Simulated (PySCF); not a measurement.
# CH11GeNSi2: electronic excitations

What electronic excitations should CH11GeNSi2 (`C[NH][GeH2][SiH2][SiH3]`) show?

The runs use PySCF 2.14.0, with density-fitted response routines of our own; the level of theory stands in each step. All values are computed, except where a source is named. Atoms count from 0, in the outputs and in this text.

## (1) The molecule as given

16 atoms, charge 0, multiplicity 1; geometry from: GFN2-xTB.

Bonds of the start (Å): C0–N1 1.45, N1–Ge2 1.83, Ge2–Si3 2.35, Si3–Si4 2.32, C0–H5 1.09, C0–H6 1.10, C0–H7 1.09, N1–H8 1.01, Ge2–H9 1.54, Ge2–H10 1.52, Si3–H11 1.47, Si3–H12 1.47, Si4–H13 1.47, Si4–H14 1.47, Si4–H15 1.46.

## (2) TDDFT and polarisability: CAM-B3LYP/def2-SVPD

Job settings and geometry (Å):

```
{"job": {"kind": "uv", "xc": "CAM-B3LYP", "basis": "def2-SVPD", "nstates": 8, "ntriplets": 3}, "charge": 0, "multiplicity": 1}
C     -2.071547    -0.385597     0.523491
N     -1.067596    -1.317165     0.046923
Ge    -0.019821    -0.927314    -1.406877
Si     1.118904     1.052100    -0.871841
Si     1.874633     1.004587     1.320144
H     -2.314401    -0.598969     1.567596
H     -3.002135    -0.411667    -0.056082
H     -1.668226     0.626308     0.466316
H     -1.427277    -2.261405     0.081970
H     -0.834757    -0.967494    -2.711606
H      0.796523    -2.200405    -1.505701
H      2.208234     1.221858    -1.843797
H      0.225192     2.190764    -1.143503
H      2.558570     2.246182     1.695768
H      2.827920    -0.087522     1.539494
H      0.788187     0.824682     2.286294
```

With the program's defaults for keys left out, this is: TDDFT CAM-B3LYP/def2-SVPD, vertical, gas phase, core orbitals frozen in the response.

On the command line:

```sh
OMP_NUM_THREADS=1 python probes_run.py task.json out
```

The driver reads the jobs from task.json and runs them one after another.

Predict these results of the whole session: lowest singlet (CAM-B3LYP/def2-SVPD); brightest single state of those computed; lowest triplet.

**Answer**, as computed:

| quantity | value |
| --- | --- |
| lowest singlet (CAM-B3LYP/def2-SVPD) | 5.28 eV (235 nm), f = 0.003 |
| brightest single state of those computed | state 7, 7.02 eV, f = 0.076 |
| lowest triplet | 5.02 eV |

What this shows: The lowest singlet, at 5.28 eV, is HOMO→LUMO 0.79 and is weak; of the 8 states computed, the strongest absorption comes from state 7 at 7.02 eV (the last state computed is bright too, and its partners may lie past the list). The lowest triplet lies 0.26 eV below the lowest singlet (triplets in Tamm-Dancoff, singlets in full TDDFT).
